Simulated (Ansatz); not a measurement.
**LaRuAsO (P4/nmm): equation of state**

An exercise on one series of results from a longer session: the logs are not shown, and one member is left open.

Computed with Ansatz 0.2.0 (DFT PBE+U (U_eff = 2.5 eV on Ru 4d), scalar-relativistic, plane waves, PAW, unless a step's input says otherwise).

These runs use a low cutoff (300 eV) and a coarse mesh on purpose, to show what cheap settings give: their numbers aren't properties of the material.

**The system as given**

It takes space group P4/nmm (No. 129, tetragonal). Conventional cell: a = 4.156 Å, b = 4.156 Å, c = 8.504 Å, α = 90.00°, β = 90.00°, γ = 90.00°. Around La (site symmetry 4mm) lie 4 O at 2.39 Å. As (site symmetry 4mm) is surrounded by 4 Ru at 2.43 Å. Ru (site symmetry -4m2) has 4 As at 2.43 Å as nearest neighbours. Around O (site symmetry -4m2) lie 4 La at 2.39 Å.

Structure file:

```xyz
8
Lattice="4.1560 0.0000 0.0000 0.0000 4.1560 0.0000 0.0000 0.0000 8.5042" Properties=species:S:1:pos:R:3 pbc="T T T"
La    2.0780    0.0000    1.1887
La    0.0000    2.0780    7.3154
As    2.0780    0.0000    5.5121
As    0.0000    2.0780    2.9920
Ru    0.0000    0.0000    4.2521
Ru    2.0780    2.0780    4.2521
O     0.0000    0.0000    0.0000
O     2.0780    2.0780    0.0000
```

This cell comes from an earlier session at PBE+U (U_eff = 2.5 eV on Ru 4d): 18.361 Å³/atom at 0.00 GPa, on a 4×4×2 mesh.

Volume factors to run: 0.980, 1.020, 0.960, 1.040.

The first run:

input.yaml reads:

```yaml
crystal:
  lattice:
    - [4.1281180877, 0.0, 0.0]
    - [0.0, 4.1281180877, 0.0]
    - [0.0, 0.0, 8.4470744079]
  atoms:
    - { symbol: La, position: [0.5, 0.0, 0.1397822121] }
    - { symbol: La, position: [0.0, 0.5, 0.8602177879] }
    - { symbol: As, position: [0.5, 0.0, 0.64816723] }
    - { symbol: As, position: [0.0, 0.5, 0.35183277] }
    - { symbol: Ru, position: [0.0, 0.0, 0.5], spin: 0.05 }
    - { symbol: Ru, position: [0.5, 0.5, 0.5], spin: 0.05 }
    - { symbol: O, position: [0.0, 0.0, 0.0] }
    - { symbol: O, position: [0.5, 0.5, 0.0] }
basis:
  ecutwfc: 300
  ecutrho_ratio: 4
kpoints:
  mp_grid: { grid: [4, 4, 2] }
hamiltonian:
  xc: pbe
  hubbard:
    sites:
      - { species: Ru, l: d, u_eff: 2.5, starting_ns: start.occupation_matrices }
    ns_hold: { iters: 6 }
scf:
  occupations: { method: gaussian, width: 0.05 }
  lower_state_search: "off"
output:
  forces: true
  stress: true
  eigenvalues: true
  populations: true
magnetization:
  spin_polarized: true
relax:
  f_tol: 0.01
  max_steps: 40
  cell: { stress_tol: 0.1, fix: [volume] }
```

The open shells start from the occupation matrices of the run at the neighbouring geometry (file start.occupation_matrices).

Command:

```sh
$ ansatz run input.yaml --threads 2 --pin off --max-ram 5120MiB --backend cpu --events-out ev --progress --plain --runs-dir out
```

Steps of the session up to this table: Volume × 0.980; Volume × 1.020; Scaling the volume by 0.960; Volume × 1.040.

One of the session's tables, all rows but one given; the rest of the session is left out.

| volume (Å³/atom) | energy (meV/atom) | pressure (GPa) |
| --- | --- | --- |
| 17.626 | 9.51 | 4.16 |
| 17.994 | 0.75 | 2.07 |
| 18.361 | 0.00 | 0.00 |
| 18.728 | ? | ? |
| 19.095 | 5.40 | -3.15 |

Q: Estimate the row for volume (Å³/atom) = 18.728 from the others.

Worked estimate for «energy (meV/atom)». A straight line through the neighbours (18.361, 0.00) and (19.095, 5.40) gives 0.00 + (5.40 − 0.00) × (18.728 − 18.361) / (19.095 − 18.361) = 2.70; a parabola fitted to 3 rows on both sides gives 1.55.

**Answer.** energy (meV/atom): 1.96; pressure (GPa): -1.71. In «energy (meV/atom)» the line misses by +0.74 and the parabola by -0.41.

volume (Å³/atom), energy (meV/atom) and a bar:
```
    17.63        9.5 ##############################
    17.99        0.7 ##
    18.36        0.0 
    18.73        2.0 ######
    19.10        5.4 #################
```

Caveats from the session: Warnings in the runs' records: seeded moment not kept, filled band counts differ across k points, cutoff below recommended, stability check not made.
